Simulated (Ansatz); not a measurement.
# CH7GeO: the cost of one run

Program: Ansatz 0.2.0, Gaussian basis. Level of theory: PBE0-D4, def2-SVP first, then def2-TZVP. These are calculated values, not measurements.

152 further runs of the same task are left out: 152 set aside as unsound or not needed.

## (1) The system as given

The guess: 10 atoms, charge 0, spin multiplicity 2.

Atoms are counted from 1 here; the program's logs count them from 0.

Bond lengths: H1–Ge2 1.533 Å, Ge2–H5 1.494 Å, Ge2–H6 1.485 Å, Ge2–H7 1.511 Å, O3–C4 1.359 Å, C4–H8 1.101 Å, C4–H9 1.101 Å, C4–H10 1.102 Å. Angles: H1–Ge2–H5 109.5°, H1–Ge2–H6 108.7°, H1–Ge2–H7 112.4°, H5–Ge2–H6 109.4°, H5–Ge2–H7 107.7°, H6–Ge2–H7 109.3°, O3–C4–H8 112.7°, O3–C4–H9 113.0°, O3–C4–H10 106.7°, H8–C4–H9 109.5°, H8–C4–H10 107.7°, H9–C4–H10 106.8°.

As a file:

```xyz
10
CH7GeO
H     0.40210    0.21500   -0.87030
Ge    1.78460    0.07410   -0.22280
O    -0.71010   -0.67540   -0.26470
C    -1.80680   -0.03600    0.22170
H     1.72950    0.57360    1.18380
H     2.16420   -1.36170   -0.22070
H     2.84390    0.86830   -0.95040
H    -2.36740    0.49970   -0.55940
H    -1.57130    0.65520    1.04580
H    -2.46880   -0.81270    0.63700
```

Distances that are to change: H1–O3 1.55 Å, H1–Ge2 1.53 Å.

## (2) Constrained relaxation of the guess

The input, hold/in.yaml:

```yaml
crystal:
  periodic: [false, false, false]
  atoms:
    - {symbol: H, position_ang: [0.402100, 0.215000, -0.870300]}
    - {symbol: Ge, position_ang: [1.784600, 0.074100, -0.222800]}
    - {symbol: O, position_ang: [-0.710100, -0.675400, -0.264700]}
    - {symbol: C, position_ang: [-1.806800, -0.036000, 0.221700]}
    - {symbol: H, position_ang: [1.729500, 0.573600, 1.183800]}
    - {symbol: H, position_ang: [2.164200, -1.361700, -0.220700]}
    - {symbol: H, position_ang: [2.843900, 0.868300, -0.950400]}
    - {symbol: H, position_ang: [-2.367400, 0.499700, -0.559400]}
    - {symbol: H, position_ang: [-1.571300, 0.655200, 1.045800]}
    - {symbol: H, position_ang: [-2.468800, -0.812700, 0.637000]}
basis:
  gaussian: {orbitals: def2-SVP}
magnetization: {spin_polarized: true, initial_magnetization: 1}
hamiltonian: {xc: pbe0, dispersion: d4}
relax: {f_tol: 0.04, max_steps: 150, escape_saddle: false, constraints: [{distance: [0, 2]}, {distance: [0, 1]}]}
```

Started as:

```bash
$ ansatz run in.yaml --threads 8 --pin off --events-out ev --progress --plain --max-ram 19148MiB
```

What time and memory should one allow on 8 threads of Intel Xeon at 2.50GHz, shared host?

About 54 s, with a peak of 0.32 GiB.
